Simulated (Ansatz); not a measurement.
WF4 in a box, plane waves

Ansatz 0.2.0, DFT PBE, spin-orbit coupling, plane waves, PAW, molecule in a box. The geometry was relaxed with Gaussian bases (PBE0; W def2-SVP with ECP60, F def2-SVP).

```yaml
crystal:
  lattice:
    - [12.6, 0.0, 0.0]
    - [0.0, 12.6, 0.0]
    - [0.0, 0.0, 9.71]
  atoms:
    - { symbol: W, position: [0.49984524, 0.49984524, 0.49985376] }
    - { symbol: F, position: [0.64254762, 0.49984524, 0.53626777] }
    - { symbol: F, position: [0.49984524, 0.64254762, 0.46343975] }
    - { symbol: F, position: [0.35714286, 0.49984524, 0.53626777] }
    - { symbol: F, position: [0.49984524, 0.35714286, 0.46343975] }
basis:
  ecutwfc: 420
  ecutrho_ratio: 4
kpoints:
  mp_grid: { grid: [1, 1, 1] }
hamiltonian:
  xc: pbe
scf:
  occupations: { method: gaussian, width: 0.01 }
output:
  forces: true
  eigenvalues: true
  populations: true
  write_density: true
  write_potential: true
  elf: true
  volumetric_format: npy
magnetization:
  noncollinear: true
  spin_orbit: true
```

Command:
```sh
ansatz run input.yaml --threads 2 --pin off --max-ram 5120MiB --backend cpu --events-out ev --progress --plain --runs-dir out
```
It took 26 s on 2 threads of Arm Neoverse N1, on a shared host, peak memory 1.9 GiB.

Question: How does the SCF go?

Answer: 
```
SCF iter   1: F=—  HF=-13645.632286 eV  |F-HF|=—  |Δ(HF+E_count)|=         —  Δρ=2.86e-2
preconditioner: auto → Resta (q_TF=auto, 1.497 Å⁻¹)  ε∞=1.2  [insulator: Δε(μ)=1.466 eV  Ē_g=10.446 eV  σ=0.010 eV  W_gap=1.00  n_
spin=Noncollinear: Resta preconditioning applied to the charge; magnetization (m_x, m_y, m_z) channels mix plain (no charge-respon
SCF iter   2: F=—  HF=-13642.563091 eV  |F-HF|=—  |Δ(HF+E_count)|=    3.07e0  Δρ=1.01e-2
SCF iter   3: F=—  HF=-13642.512399 eV  |F-HF|=—  |Δ(HF+E_count)|=   5.07e-2  Δρ=6.64e-3
SCF iter   4: F=—  HF=-13642.496566 eV  |F-HF|=—  |Δ(HF+E_count)|=   1.58e-2  Δρ=2.82e-3
SCF iter   5: F=—  HF=-13642.490615 eV  |F-HF|=—  |Δ(HF+E_count)|=   5.95e-3  Δρ=6.39e-4
SCF iter   6: F=—  HF=-13642.490538 eV  |F-HF|=—  |Δ(HF+E_count)|=   7.74e-5  Δρ=8.22e-5
SCF iter   7: F=—  HF=-13642.490590 eV  |F-HF|=—  |Δ(HF+E_count)|=   5.25e-5  Δρ=8.35e-6
SCF iter   8: F=-13642.490590 eV  HF=-13642.490590 eV  |F-HF|=6.48e-9  |Δ(HF+E_count)|=   2.45e-7  Δρ=1.21e-6
```

Question: Which levels lie next to the highest filled one (eV, counted from it)?

Answer: Filled: -5.33, -5.33, -5.13, -5.13, -5.07, -5.07, -4.67, -4.67, 0.00, 0.00. Empty: 1.46, 1.46, 1.48, 1.48, 1.97, 1.97, 5.07, 5.07.

Question: What forces are left at this geometry, relaxed with Gaussian bases (eV/Å)?

Answer: 
```
W    0.00  0.00  0.00
F    0.25  0.00  0.01
F    0.00  0.25 -0.01
F   -0.25  0.00  0.01
F    0.00 -0.25 -0.01
```

The highest of the empty levels listed lie near the vacuum level and may be states of the box.

The forces come from the other functional as well as from the basis.
